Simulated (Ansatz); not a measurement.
**(110) superlattice of 4 and 2 atomic planes of InP and GaP, in-plane a of GaP, 12 atoms**

Aim: a base single point, then the same cell under other settings, to see what each one moves.

Method: density functional theory in Ansatz 0.2.0, PAW datasets, plane waves.

2 further runs of the same task are left out: 2 that didn't finish.

### 1 Starting point

12 atoms (2 Ga, 4 In, 6 P); a = 3.846 Å, b = 5.438 Å, c = 12.625 Å, α = 90.00°, β = 90.00°, γ = 90.00°. All atoms were shaken off their sites by about 0.04 Å along each axis.

As a file:

```
CELL_PARAMETERS angstrom
2.71924 -2.71924 0.00000
0.00000 0.00000 5.43849
-8.92690 -8.92690 0.00000
ATOMIC_POSITIONS crystal
Ga 0.00398 0.99654 0.69774
Ga 0.50817 0.50886 0.84901
In 0.00260 0.98020 0.99819
In 0.98370 0.00139 0.34335
In 0.49388 0.51013 0.51859
In 0.48946 0.50035 0.17167
P 0.99196 0.25619 0.52197
P 0.00443 0.24338 0.84906
P 0.99698 0.25410 0.17549
P 0.50612 0.74694 0.34366
P 0.48829 0.74944 0.69049
P 0.50731 0.75493 0.99931
```

### 2 PBEsol single point

The input, in.yaml:

```yaml
crystal:
  lattice:
    - [2.719244, -2.719244, 0.000000]
    - [0.000000, 0.000000, 5.438488]
    - [-8.926896, -8.926896, 0.000000]
  atoms:
    - { symbol: Ga, position: [0.003980, 0.996541, 0.697741] }
    - { symbol: Ga, position: [0.508168, 0.508858, 0.849015] }
    - { symbol: In, position: [0.002603, 0.980199, 0.998186] }
    - { symbol: In, position: [0.983696, 0.001390, 0.343349] }
    - { symbol: In, position: [0.493884, 0.510128, 0.518591] }
    - { symbol: In, position: [0.489458, 0.500351, 0.171669] }
    - { symbol: P, position: [0.991958, 0.256191, 0.521973] }
    - { symbol: P, position: [0.004432, 0.243383, 0.849056] }
    - { symbol: P, position: [0.996984, 0.254099, 0.175492] }
    - { symbol: P, position: [0.506122, 0.746936, 0.343662] }
    - { symbol: P, position: [0.488289, 0.749442, 0.690488] }
    - { symbol: P, position: [0.507313, 0.754928, 0.999312] }
kpoints:
  mp_grid: { grid: [4, 3, 1] }
hamiltonian:
  xc: pbesol
scf:
  occupations: { method: fermi_dirac, width: 0.01 }
output:
  forces: true
  eigenvalues: true
  stress: true
  populations: true
```

Launch:

```console
> ansatz run in.yaml --threads 8 --pin off --max-ram 13300MiB --runs-dir r --events-out ev --progress --plain
```

### 3 Variant: k points Γ alone, functional PBE

in.yaml: that of step 2 with these lines changed.

```diff
@@ -19,7 +19,8 @@
 kpoints:
-  mp_grid: { grid: [4, 3, 1] }
+  mp_grid: { grid: [1, 1, 1] }
 hamiltonian:
-  xc: pbesol
+  xc: pbe
 scf:
   occupations: { method: fermi_dirac, width: 0.01 }
+  max_iter: 100
 output:
@@ -28,2 +29 @@
   stress: true
-  populations: true
```

### 4 Variant: dispersion D4, occupations Gaussian

in.yaml: that of step 3 with these lines changed.

```diff
@@ -19,8 +19,9 @@
 kpoints:
-  mp_grid: { grid: [1, 1, 1] }
+  mp_grid: { grid: [4, 3, 1] }
 hamiltonian:
-  xc: pbe
+  xc: pbesol
+  dispersion: d4
 scf:
-  occupations: { method: fermi_dirac, width: 0.01 }
-  max_iter: 100
+  occupations: { method: gaussian, width: 0.01 }
+  max_iter: 70
 output:
```

### 5 Changed settings: charge changed by -2, functional RPBE

in.yaml: that of step 4 with these lines changed.

```diff
@@ -21,7 +21,7 @@
 hamiltonian:
-  xc: pbesol
-  dispersion: d4
+  xc: rpbe
+total_charge: -2
 scf:
-  occupations: { method: gaussian, width: 0.01 }
-  max_iter: 70
+  occupations: { method: fermi_dirac, width: 0.01 }
+  max_iter: 60
 output:
```

### 6 Run again with dispersion D3(BJ), xc grid 1

in.yaml: that of step 5 with these lines changed.

```diff
@@ -20,8 +20,9 @@
   mp_grid: { grid: [4, 3, 1] }
+basis: { xc_grid: 1 }
 hamiltonian:
-  xc: rpbe
-total_charge: -2
+  xc: pbesol
+  dispersion: d3bj
 scf:
   occupations: { method: fermi_dirac, width: 0.01 }
-  max_iter: 60
+  max_iter: 70
 output:
```

Before running it: what results should come out? Wanted: for each run, settings; status; energy from base; forces from base.

As calculated:

| settings | status | cycles | time | energy from base (meV/atom) | forces from base (eV/Å rms) | filled to empty level on the mesh (eV) |
| --- | --- | --- | --- | --- | --- | --- |
| base | converged | 8 | 5.3 s (8 CPU threads) | 0 | 0 | 0.80 |
| k points Γ alone, functional PBE | converged | 10 | 0.9 s (8 CPU threads) | - | 0.324 | 0.64 |
| dispersion D4, occupations Gaussian | converged | 8 | 1.5 s (8 CPU threads) | - | 0.002 | 0.80 |
| charge changed by -2, functional RPBE | converged | 12 | 2.6 s (8 CPU threads) | - | 0.292 | - |
| dispersion D3(BJ), xc grid 1 | converged | 8 | 4.7 s (8 CPU threads) | - | 0.002 | 0.80 |

**Reading.** Among these variants the forces move most with k points Γ alone, functional PBE (0.324 eV/Å rms).
